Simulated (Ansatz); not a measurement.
# GePb3Se: the cost of one run

Computed with Ansatz 0.2.0 (DFT PBEsol, scalar-relativistic, plane waves, PAW, unless a step's input says otherwise).

## 1. The structure to begin with

The structure is cubic, space group Pm-3m (No. 221). Conventional cell: a = 6.340 Å, b = 6.340 Å, c = 6.340 Å, α = 90.00°, β = 90.00°, γ = 90.00°. Around Ge (site symmetry m-3m) lie 12 Pb at 4.48 Å. Around Se (site symmetry m-3m) lie 6 Pb at 3.17 Å. Pb (site symmetry 4/mmm) has 2 Se at 3.17 Å as nearest neighbours.

Structure file:

```
Ge Se Pb
1.0
     6.34000    0.00000    0.00000
     0.00000    6.34000    0.00000
     0.00000    0.00000    6.34000
Ge Se Pb
1 1 3
Cartesian
  0.0000 0.0000 0.0000
  3.1700 3.1700 3.1700
  3.1700 3.1700 0.0000
  3.1700 0.0000 3.1700
  0.0000 3.1700 3.1700
```

The cell was made up by rule, so the compound may not exist in this form.

The cell is the ideal cubic antiperovskite prototype; whether it is the stable structure of this composition wasn't checked.

## 2. Coarse point 1 of the search for the rest volume

input.yaml reads:

```yaml
crystal:
  lattice:
    - [6.34, 0.0, 0.0]
    - [0.0, 6.34, 0.0]
    - [0.0, 0.0, 6.34]
  atoms:
    - { symbol: Ge, position: [0.0, 0.0, 0.0] }
    - { symbol: Se, position: [0.5, 0.5, 0.5] }
    - { symbol: Pb, position: [0.5, 0.5, 0.0] }
    - { symbol: Pb, position: [0.5, 0.0, 0.5] }
    - { symbol: Pb, position: [0.0, 0.5, 0.5] }
basis:
  ecutwfc: 420
kpoints:
  mp_grid: { grid: [4, 4, 4] }
hamiltonian:
  xc: pbesol
scf:
  occupations: { method: gaussian, width: 0.05 }
output:
  forces: true
  stress: true
  eigenvalues: true
```

Command:

```console
ansatz run input.yaml --threads 1 --pin off --max-ram 1228MiB --backend cpu --events-out ev --progress --plain --runs-dir out
```

**Question.** How long does this run take on 1 thread of an x86-64 CPU, shared host, and how much memory does it need?

About 11 s, with a peak of 0.56 GiB.
